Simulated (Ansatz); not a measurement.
# TaH₃ (triplet): the correlation ladder, def2-TZVPP

An exercise on one series of results from a longer session: the logs are not shown, and one member is left open.

Computed with Ansatz 0.2.0, Gaussian basis. Level: def2-TZVPP, core rule «outside noble gas», up to 4 orbitals frozen.

Plan: UHF; ROHF; CCSD(T) on UHF.

### The geometry

The geometry is a PBE0/def2-TZVP stationary point (not a proven minimum) of the parent state, kept for this charge and spin. No spin-orbit coupling is included. Elements past krypton take def2 core potentials.

4 atoms, charge 0, spin multiplicity 3.

Atoms are counted from 1 here; the program's logs count them from 0.

Bond lengths: Ta1–H2 2.075 Å, Ta1–H3 2.075 Å, Ta1–H4 1.813 Å, H2–H3 0.801 Å. Angles: H2–Ta1–H3 22.3°, H2–Ta1–H4 168.9°, H3–Ta1–H4 168.9°, Ta1–H2–H3 78.9°, Ta1–H3–H2 78.9°.

As a file:

| atom | x (Å) | y (Å) | z (Å) |
| --- | --- | --- | --- |
| Ta1 | 0.0000 | 0.0000 | 0.0124 |
| H2 | 0.0000 | -0.4007 | -2.0231 |
| H3 | 0.0000 | 0.4007 | -2.0231 |
| H4 | 0.0000 | 0.0000 | 1.8252 |

Set-up of the first run:

in.yaml reads:

```yaml
crystal:
  periodic: [false, false, false]
  atoms:
    - {symbol: Ta, position_ang: [0.000000, 0.000000, 0.012372]}
    - {symbol: H, position_ang: [0.000000, -0.400716, -2.023105]}
    - {symbol: H, position_ang: [0.000000, 0.400716, -2.023105]}
    - {symbol: H, position_ang: [0.000000, 0.000000, 1.825162]}
basis:
  gaussian: {orbitals: def2-TZVPP}
magnetization: {spin_polarized: true, initial_magnetization: 2}
hamiltonian: {xc: hf}
output: {orbitals: {seedname: orbitals}}
```

Command:

```
ansatz run in.yaml --threads 1 --pin off --events-out ev --progress --plain --max-ram 4096MiB --backend cpu
```

Steps of the session up to this table: UHF; ROHF; CCSD(T) on UHF.

One table of the session follows, with a row left open; its other results are not shown here.

| method | from UCCSD(T) (meV) |
| --- | --- |
| ROHF | +4934.2 |
| UHF | ? |
| UMP2 | +942.6 |
| UCCSD | +188.0 |
| UCCSD(T) | 0 |

Estimate the missing values for UHF.

As computed: from UCCSD(T) (meV): +4481.7. In the column «from UCCSD(T) (meV)» it lies between UMP2 (+942.6) and ROHF (+4934.2).

Limits of these values: The determinant is far from a pure spin state, so its energy mixes those of several spin states (harmless only where they are near-degenerate, as at dissociation). Warnings: spin contamination; coupled cluster took another determinant than the lowest.
